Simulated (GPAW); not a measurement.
# WS2 (P6_3/mmc) in GPAW: single point with LDA

Aim: the single point of WS2 with LDA.

Everything below comes from runs of GPAW 26.7.0. Logs are shortened: lines on timing, memory, paths and dates and some standing lists are left out, and cuts for length are marked. The log counts tension as positive stress, the text compression.

### Step 1. Starting point

It takes space group P6_3/mmc (No. 194, hexagonal). Conventional cell: a = 3.153 Å, b = 3.153 Å, c = 12.323 Å, α = 90.00°, β = 90.00°, γ = 120.00°. W (site symmetry -6m2) is surrounded by 6 S at 2.40 Å. S (site symmetry 3m) is surrounded by 3 W at 2.40 Å.

### Step 2. Single point, LDA

run.py

```python
from ase import Atoms
from ase.dft.bandgap import bandgap
from ase.io import write
from ase.units import GPa
from gpaw import GPAW, PW

atoms = Atoms(['W', 'W', 'S', 'S', 'S', 'S'],
              cell=[[3.1532, 0.0, 0.0],
                    [-1.5766, 2.7307513032, 0.0],
                    [0.0, 0.0, 12.323]],
              scaled_positions=[[0.3333333333, 0.6666666667, 0.25],
                                [0.6666666667, 0.3333333333, 0.75],
                                [0.3333333333, 0.6666666667, 0.6225],
                                [0.6666666667, 0.3333333333, 0.1225],
                                [0.3333333333, 0.6666666667, 0.8775],
                                [0.6666666667, 0.3333333333, 0.3775]],
              pbc=True)

calc = GPAW(mode=PW(500),
            xc='LDA',
            kpts={'size': (8, 8, 2), 'gamma': True},
            occupations={'name': 'fermi-dirac', 'width': 0.05},
            nbands=46,
            maxiter=120,
            txt='gpaw.txt')
atoms.calc = calc
energy = atoms.get_potential_energy()
forces = atoms.get_forces()
stress = atoms.get_stress()
calc.write('gs.gpw')
write('result.traj', atoms)
print(f'Energy: {energy:.6f} eV')
print('Forces (eV/A):')
print(forces.round(4))
print('Stress (GPa):', (stress / GPa).round(3))
print('Fermi level:', round(calc.get_fermi_level(), 4), 'eV')
print(f'Gap: {bandgap(calc)[0]:.4f} eV, direct: {bandgap(calc, direct=True)[0]:.4f} eV')
```

Potentials or basis: the program's PAW data sets (release 1.2.1) made for this functional, pw.

On the command line:

```bash
$ OMP_NUM_THREADS=1 python run.py
```

gpaw.txt:

```text
__  _  _
 | _ |_)|_||  |
 |__||  | ||/\| - 26.7.0

Input parameters:
  mode=PW(ecut=500.0),
  kpts=MonkhorstPack(size=(8, 8, 2), gamma=True),
  maxiter=120,
  nbands=46,
  occupations=Occupations(name='fermi-dirac', width=0.05),
  xc=XC(name='LDA')

Diagonalizing LCAO Hamiltonian
Converting LCAO to pw mode

        S

           W
        S

           S
        W

           S

Atoms  # Å, Bohr magnetons
|   | symbol |         x |        y |         z |    initial magnetic moments |
|---|--------|-----------|----------|-----------|-----------------------------|
| 0 |      W | -0.000000 | 1.820501 |  3.080750 | ( 0.0000,  0.0000,  0.0000) |
| 1 |      W |  1.576600 | 0.910250 |  9.242250 | ( 0.0000,  0.0000,  0.0000) |
| 2 |      S | -0.000000 | 1.820501 |  7.671068 | ( 0.0000,  0.0000,  0.0000) |
| 3 |      S |  1.576600 | 0.910250 |  1.509567 | ( 0.0000,  0.0000,  0.0000) |
| 4 |      S | -0.000000 | 1.820501 | 10.813432 | ( 0.0000,  0.0000,  0.0000) |
| 5 |      S |  1.576600 | 0.910250 |  4.651933 | ( 0.0000,  0.0000,  0.0000) |

Unit cell  # Å
| periodic |         x |        y |         z |   lengths |     angles |
|----------|-----------|----------|-----------|-----------|------------|
|      yes |  3.153200 | 0.000000 |  0.000000 |  3.153200 |  90.000000 |
|      yes | -1.576600 | 2.730751 |  0.000000 |  3.153200 |  90.000000 |
|      yes |  0.000000 | 0.000000 | 12.323000 | 12.323000 | 120.000000 |

Number of symmetries: 12
Symmetry operations  # r_c * U_cc + t_c -> r_c
|    | kind |            matrix            |
|----|------|------------------------------|
|  0 |  σ   |  1, 1, 0,  0,-1, 0,  0, 0, 1 |
|  1 |  S6  |  1, 1, 0, -1, 0, 0,  0, 0,-1 |
|  2 |  E   |  1, 0, 0,  0, 1, 0,  0, 0, 1 |
|  3 |  C2  |  1, 0, 0, -1,-1, 0,  0, 0,-1 |
|  4 |  C2  |  0, 1, 0,  1, 0, 0,  0, 0,-1 |
|  5 |  C3  |  0, 1, 0, -1,-1, 0,  0, 0, 1 |
|  6 |  S6  |  0,-1, 0,  1, 1, 0,  0, 0,-1 |
|  7 |  σ   |  0,-1, 0, -1, 0, 0,  0, 0, 1 |
|  8 |  σ   | -1, 0, 0,  1, 1, 0,  0, 0, 1 |
|  9 |  i   | -1, 0, 0,  0,-1, 0,  0, 0,-1 |
| 10 |  C3  | -1,-1, 0,  1, 0, 0,  0, 0, 1 |
| 11 |  C2  | -1,-1, 0,  0, 1, 0,  0, 0,-1 |

BZ-sampling:
  Number of BZ points: 128
  Number of IBZ points: 20

  Monkhorst-Pack size: [8, 8, 2]
  Monkhorst-Pack shift: [0.0625, 0.0625, 0.25]

K-points  # in reciprocal-cell coordinates
|     |                                coordinates |     weight |
|-----|--------------------------------------------|------------|
|   0 | (  0.00000000,   0.00000000,   0.00000000) | 0.00781250 |
|   1 | (  0.00000000,   0.00000000,   0.50000000) | 0.00781250 |
|   2 | (  0.12500000,   0.00000000,   0.00000000) | 0.04687500 |
|   3 | (  0.12500000,   0.00000000,   0.50000000) | 0.04687500 |
|   4 | (  0.25000000,  -0.12500000,   0.00000000) | 0.04687500 |
|   5 | (  0.25000000,  -0.12500000,   0.50000000) | 0.04687500 |
|   6 | (  0.25000000,   0.00000000,   0.00000000) | 0.04687500 |
|   7 | (  0.25000000,   0.00000000,   0.50000000) | 0.04687500 |
|   8 | (  0.37500000,  -0.12500000,   0.00000000) | 0.09375000 |
|   9 | (  0.37500000,  -0.12500000,   0.50000000) | 0.09375000 |
| ... |                                            |            |
|  19 | (  0.50000000,   0.50000000,   0.50000000) | 0.02343750 |

Plane wave coefficients: 2712
Cutoff: 500.0 eV

Spin-components: 1 (collinear spins)
Bands:           46
Projectors:      32
Spin-degeneracy: 2
Datatype:        complex128

Parallelization:
  kpt:    1
  domain: 1
  band:   1

Density:
  Valence electrons: 52.0
  Components: 1
  Grid points: [18 18 64]
  Charge: 0.0  # |e|

Potential:
  Grid points: [18 18 64]

species:
  W:
    name:    Tungsten
    Z:       74.0
    valence: 14
    core:    60
    charge:  0.0  # [|e|]
    compensation charges:
      type: gauss
      rc: 0.40  # [Å]
      lmax: 2
    cutoffs:
      filter: 2.36  # [Å]
      core: 3.02  # [Å]
    projectors
    | kind |    occ | energy [eV] | rcut [Å] |
    |------|--------|-------------|----------|
    |   5s |  2.000 |     -79.053 |    1.344 |
    |   6s |  2.000 |      -5.886 |    1.344 |
    |   5p |  6.000 |     -43.417 |    1.355 |
    |   6p |  0.000 |      -1.469 |    1.355 |
    |   5d |  4.000 |      -4.693 |    1.228 |
    |    d |        |      22.518 |    1.228 |

    Using partial waves for W as LCAO basis

  S:
    name:    Sulfur
    Z:       16.0
    valence: 6
    core:    10
    charge:  0.0  # [|e|]
    compensation charges:
      type: gauss
      rc: 0.24  # [Å]
      lmax: 2
    cutoffs:
      filter: 1.77  # [Å]
      core: 1.66  # [Å]
    projectors
    | kind |    occ | energy [eV] | rcut [Å] |
    |------|--------|-------------|----------|
    |   3s |  2.000 |     -17.278 |    0.974 |
    |   3p |  4.000 |      -7.106 |    0.979 |
    |    s |        |       9.933 |    0.974 |
    |    p |        |      20.105 |    0.979 |
    |    d |        |       0.000 |    0.900 |

    Using partial waves for S as LCAO basis

Reference energy: -920330.548201  # eV

eigensolver:
  PPCG
  Converge bands: occupied
  niter=2

density mixing:
  MSR1-Mixer
  Pratt-step length: 0.05
  Maximum mixing coefficient: 0.75
  Old densities: 10
  SVD Regularization: 0.005
  Good broyden scale: 1.0
  Trust region scale: 1.0
  Backstep threshold: 4.0
  History deletion threshold: 6.0
  Fourier metric: weight=20.0, sigma=0.015

occupation numbers:
  Fermi-Dirac:
    width: 0.0500  # eV

poisson solver:
  ecut: 4000.0  # eV

xc functional:
  name: None

convergence criteria:
- Maximum [total energy] change in last 3 cyles: 0.0005 eV / valence electron
- Maximum integral of absolute [dens]ity change: 0.0001 electrons / valence electron
- Maximum integral of absolute [eigenst]ate change: 4e-08 eV^2 / valence electron
maximum number of iterations: 120

SCF iterations
|iter     | |      energy | eigst |  dens |
|---------|-|-------------|-------|-------|
|iter:   1| |  -50.327227 | +0.41 |       |
|iter:   2| |  -50.545695 | -1.47 | -1.21 |
|iter:   3| |  -51.754518 | -0.95 | -1.23 |
|iter:   4| |  -49.933426 | -1.39 | -1.16 |
|iter:   5| |  -49.885395 | -2.52 | -1.69 |
|iter:   6| |  -49.910775 | -3.24 | -1.90 |
|iter:   7| |  -49.886075c| -3.77 | -2.21 |
|iter:   8| |  -49.885537c| -4.34 | -2.74 |
|iter:   9| |  -49.885517c| -5.92 | -3.38 |
|iter:  10| |  -49.885517c| -7.22 | -4.18c|
|iter:  11| |  -49.885517c| -7.78c| -4.73c|

Converged in 11 steps
Energy contributions relative to reference atoms: (reference = -920330.548201)

Energy contributions:
  Kinetic:          29.535330
  Coulomb:         -33.060250
  Zero:              0.072416
  External:          0.000000
  Xc:              -46.433012
  Entropy:          -0.000002
  Spinorbit:         0.000000
  ----------------------------
  Free energy:     -49.885518
  Extrapolated:    -49.885517

dipole moment: (0.000004, 0.000006, 0.000029)  # |e|*Ang

Fermi level: 9.057
Eigenvalues  # (at kpt = [0.000, 0.000, 0.000])
| band index |      eig [eV] | occ [0-2] |
|------------|---------------|-----------|
|          0 |       -65.779 |     2.000 |
|        ... |               |           |
|         18 |         5.128 |     2.000 |
|         19 |         6.357 |     2.000 |
|         20 |         6.357 |     2.000 |
|         21 |         6.410 |     2.000 |
|         22 |         6.410 |     2.000 |
|         23 |         7.130 |     2.000 |
[... 8 lines left out ...]
|         32 |        11.148 |     0.000 |
|         33 |        11.148 |     0.000 |
|        ... |               |           |
|         45 |        21.087 |     0.000 |

Gap: 1.052 eV
Transition (v -> c):
  (s=0, k=0, n=25, [0.00, 0.00, 0.00]) -> (s=0, k=8, n=26, [0.38, -0.12, 0.00])
Direct/indirect transitions are different
Direct gap: 2.250 eV
Transition at: (s=0, k=12, n=25, [0.38, 0.38, 0.00])

Forces  # eV/Ang
|       x |        y |        z |
|---------|----------|----------|
| 0.00000 |  0.00000 | -0.00014 |  # W    0
| 0.00000 |  0.00000 |  0.00014 |  # W    1
| 0.00000 | -0.00000 |  0.40912 |  # S    2
| 0.00000 |  0.00000 |  0.40970 |  # S    3
| 0.00000 |  0.00000 | -0.40970 |  # S    4
| 0.00000 |  0.00000 | -0.40912 |  # S    5

Stress tensor  # eV/Ang^3
|         x |         y |        z |
|-----------|-----------|----------|
|  0.027433 | -0.000000 | 0.000000 |
| -0.000000 |  0.027433 | 0.000000 |
|  0.000000 |  0.000000 | 0.028660 |

# Writing to gs.gpw (mode='')
```

stdout:

```text
Energy: -49.885517 eV
Forces (eV/A):
[[ 0.000e+00  0.000e+00 -1.000e-04]
 [ 0.000e+00  0.000e+00  1.000e-04]
 [ 0.000e+00 -0.000e+00  4.091e-01]
 [ 0.000e+00  0.000e+00  4.097e-01]
 [ 0.000e+00  0.000e+00 -4.097e-01]
 [ 0.000e+00  0.000e+00 -4.091e-01]]
Stress (GPa): [ 4.395  4.395  4.592  0.     0.    -0.   ]
Fermi level: 9.0574 eV
Gap: 1.0516 eV, direct: 2.2503 eV
```

It took 48 s on 1 thread of Intel Xeon Platinum 8375C at 2.90GHz (Ice Lake), shared host; peak memory 0.21 GiB.

Results:

| Property | Result |
| --- | --- |
| Free energy | -49.8855 eV |
| Pressure | -4.5 GPa |
| Largest force | 0.410 eV/Å |
| Band gap on the k mesh | 1.05 eV, indirect (least direct gap 2.25 eV) |

Forces on the atoms (eV/Å):
```
W    0.000  0.000  0.000
W    0.000  0.000  0.000
S    0.000  0.000  0.409
S    0.000  0.000  0.410
S    0.000  0.000 -0.410
S    0.000  0.000 -0.409
```

Levels at points of the mesh, in eV from the valence-band top:
| k point | band 22 | band 23 | band 24 | band 25 | band 26 | band 27 | band 28 | band 29 | band 30 | band 31 |
| --- | --- | --- | --- | --- | --- | --- | --- | --- | --- | --- |
| (0.00, 0.00, 0.00) | -2.19 | -2.19 | -1.47 | -1.28 | 0.00 | 2.29 | 2.29 | 2.30 | 2.30 | 2.36 |
| (0.00, 0.00, 0.50) | -2.21 | -2.21 | -2.21 | -0.32 | -0.32 | 2.28 | 2.28 | 2.28 | 2.28 | 2.47 |
| (0.50, 0.50, 0.00) | -2.73 | -1.94 | -1.73 | -1.70 | -1.52 | 2.26 | 2.31 | 2.52 | 2.85 | 3.02 |
| (0.50, 0.50, 0.50) | -2.86 | -1.83 | -1.83 | -1.60 | -1.60 | 2.28 | 2.28 | 2.72 | 2.72 | 3.34 |

Caveat: the cutoff is short for stress and forces, so pressures can be off by a GPa or more; spin-orbit coupling is left out, which moves the levels of the heavy elements.
